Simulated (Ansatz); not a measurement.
Run this with Ansatz's Python interface and show what comes out.

Script `formation.py`:
```python
'''Heat of formation of CaOsO3 at zero temperature, after relaxing cells and atoms.'''

from collections import Counter
import warnings

import ansatz
import numpy as np

PHASES = {
    'CaOsO3': (
        [[3.95216, 0.0, 0.0], [0.0, 3.95216, 0.0], [0.0, 0.0, 3.95216]],
        [
            ('Ca', [0.0, 0.0, 0.0]),
            ('Os', [0.5, 0.5, 0.5]),
            ('O', [0.5, 0.5, 0.0]),
            ('O', [0.5, 0.0, 0.5]),
            ('O', [0.0, 0.5, 0.5]),
        ],
    ),
    'Ca': (
        [[0.0, 2.7942, 2.7942], [2.7942, 0.0, 2.7942], [2.7942, 2.7942, 0.0]],
        [
            ('Ca', [0.0, 0.0, 0.0]),
        ],
    ),
    'Os': (
        [[2.7341, 0.0, 0.0], [-1.36705, 2.3678, 0.0], [0.0, 0.0, 4.3197]],
        [
            ('Os', [1 / 3, 2 / 3, 0.25]),
            ('Os', [2 / 3, 1 / 3, 0.75]),
        ],
    ),
    'O2': (
        [[9.0, 0.0, 0.0], [0.0, 9.5, 0.0], [0.0, 0.0, 10.0]],
        [
            ('O', [0.5, 0.5, 0.4385]),
            ('O', [0.5, 0.5, 0.5615]),
        ],
    ),
}
MOMENTS = {'Os': 0.5}  # parallel starting moments in muB


def build(vectors, sites):
    crystal = ansatz.Crystal(lattice=ansatz.Lattice.of(vectors))
    for symbol, position in sites:
        crystal = crystal.atom(symbol, position)
    return crystal

POLARISED = {'CaOsO3', 'O2'}

GASES = {'O2'}


def ground_state(name, crystal):
    calc = (
        crystal.calculation()
        .functional('pbesol')
        .basis(21 * ansatz.Ha)
        .kpoints(spacing=0.15)
        .occupations('fermi_dirac', width=0.05)
        .stress()
    )
    if name in POLARISED:
        calc = calc.spin('collinear')
    if name in GASES:
        return calc.kpoints(1, 1, 1).relax(force_tolerance=0.02).run(threads=1, pin='off')
    calc = calc.relax(force_tolerance=0.02, cell=True)
    return calc.run(threads=1, pin='off')


def counts(outcome):
    return Counter(site.symbol for site in outcome.lattice.sites)

def formation_energy(outcome, mu):
    n = counts(outcome)
    return (outcome.report['energy_sigma0_ev'] - sum(k * mu[element] for element, k in n.items())) / sum(n.values())


def volume_per_atom(outcome):
    return abs(np.linalg.det(outcome.lattice.cell_ang)) / len(outcome.lattice.sites)

warnings.simplefilter('ignore')

phases = {name: build(*cell) for name, cell in PHASES.items()}
for name in ['CaOsO3']:
    phases[name] = phases[name].moments({e: m for e, m in MOMENTS.items() if e in phases[name].species()})
phases['O2'] = phases['O2'].moments(O=1.0)

done = {}
for name, crystal in phases.items():
    done[name] = ground_state(name, crystal)
    print(f'{name}: {done[name].report["energy_sigma0_ev"]:.4f} eV, {len(done[name].lattice.sites)} atoms')

# chemical potentials of the elements at zero temperature
references = {'Ca': 'Ca', 'Os': 'Os', 'O': 'O2'}
mu = {element: done[name].report['energy_sigma0_ev'] / len(done[name].lattice.sites) for element, name in references.items()}

target = done['CaOsO3']
heat = formation_energy(target, mu)
for element, value in mu.items():
    print(f'mu({element}) = {value:.4f} eV from {references[element]}, {volume_per_atom(done[references[element]]):.2f} A^3/atom')
print(f'formation energy of CaOsO3: {heat:.4f} eV/atom = {96.4853 * heat:.1f} kJ/mol of atoms')
# gas references are bare DFT energies, without zero-point or fitted corrections
```

Running `python formation.py` prints:
```text
CaOsO3: -14727.9596 eV, 5 atoms
Ca: -1793.7319 eV, 1 atoms
Os: -22502.1210 eV, 2 atoms
O2: -1116.5830 eV, 2 atoms
mu(Ca) = -1793.7319 eV from Ca, 40.57 A^3/atom
mu(Os) = -11251.0605 eV from Os, 13.89 A^3/atom
mu(O) = -558.2915 eV from O2, 427.50 A^3/atom
formation energy of CaOsO3: -1.6585 eV/atom = -160.0 kJ/mol of atoms
```

The formation energy is -1.659 eV an atom (-160.0 kJ per mole of atoms), so CaOsO3 lies below the reference phases.

Reading the output:
- Total energies depend on the potentials; only differences at equal settings carry meaning.
- The magnetic order follows from the starting moments and needn't be the lowest.
- For the metals among these phases the mesh is modest: differences between phases can be off by up to 40 meV an atom.
- The program warned that this SCF threshold is loose for forces or stresses.
- Spin-orbit coupling, which matters for elements this heavy, is left out.
- The cells come from databases of deposited and of computed structures, and not all need be stable phases.
- The compound is the structure given, not necessarily its lowest; energies are at zero temperature, with no correction for gases. Magnetic phases start from parallel moments and may not end in their lowest magnetic state. A semilocal functional's error on such energies is often 0.05 to 0.1 eV an atom, and 0.1 to 0.3 eV against gases such as O2 or F2.
- The script silences warnings, which a real study should read.
- It ran for 2.7 min on 1 thread of Arm Neoverse V2, on a shared host, peak memory 1 GiB.
